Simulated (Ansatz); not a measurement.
# ClFH4MgOSi: the cost of one run

Program: Ansatz 0.2.0. Level of theory: RKS PBE0/6-31G*. These are calculated values, not measurements.

## 1. The system as given

Bond lengths: Mg1–F2 2.347 Å, Mg1–Cl3 2.115 Å, Mg1–O5 2.416 Å, O5–Si6 1.605 Å, Si6–H7 1.471 Å, Si6–H8 1.470 Å, Si6–H9 1.469 Å. Angles: F2–Mg1–Cl3 122.8°, F2–Mg1–O5 61.4°, Cl3–Mg1–O5 133.9°, Mg1–O5–Si6 166.8°, O5–Si6–H7 110.0°, O5–Si6–H8 106.3°, O5–Si6–H9 107.5°, H7–Si6–H8 111.1°, H7–Si6–H9 110.3°, H8–Si6–H9 111.6°.

Structure file:

```xyz
9

Mg   -1.5121   -0.9172   -1.6036
F    -1.5726   -1.5123    0.6658
Cl   -3.1229    0.0452   -2.5792
H    -0.5886   -0.8452    0.4779
O     0.2678   -0.1532   -0.1599
Si    1.3905    0.6769    0.6313
H     0.9124    2.0431    0.8950
H     1.6332   -0.0492    1.8864
H     2.5923    0.7120   -0.2136
```

## 2. A restrained relaxation towards end A

Springs on the bonds that form and break draw the guess towards this end; the thresholds are loose.

Contents of input.yaml:

```yaml
crystal:
  periodic: [false, false, false]
  atoms:
    - { symbol: Mg, position_ang: [-1.5121, -0.9172, -1.6036] }
    - { symbol: F, position_ang: [-1.5726, -1.5123, 0.6658] }
    - { symbol: Cl, position_ang: [-3.1229, 0.0452, -2.5792] }
    - { symbol: H, position_ang: [-0.5886, -0.8452, 0.4779] }
    - { symbol: O, position_ang: [0.2678, -0.1532, -0.1599] }
    - { symbol: Si, position_ang: [1.3905, 0.6769, 0.6313] }
    - { symbol: H, position_ang: [0.9124, 2.0431, 0.895] }
    - { symbol: H, position_ang: [1.6332, -0.0492, 1.8864] }
    - { symbol: H, position_ang: [2.5923, 0.712, -0.2136] }
basis:
  gaussian: { orbitals: "6-31G*" }
hamiltonian:
  xc: pbe0
relax:
  f_tol: 0.15
  max_steps: 25
  restrain:
    - { distance: [0, 4], at: 3.37, k: 30.0 }
    - { distance: [3, 1], at: 2.18, k: 30.0 }
    - { distance: [0, 1], at: 1.98, k: 30.0 }
    - { distance: [3, 4], at: 0.97, k: 30.0 }
```

Started as:

```bash
$ ansatz run input.yaml --threads 2 --pin off --max-ram 3072MiB --backend cpu --events-out ev --progress --plain --runs-dir out
```

**Question.** How long does this run take on 2 threads of Intel Xeon Platinum 8259CL at 2.50GHz (Skylake/Cascade Lake), shared host, and how much memory does it need?

About 41 s, with a peak of 0.23 GiB.
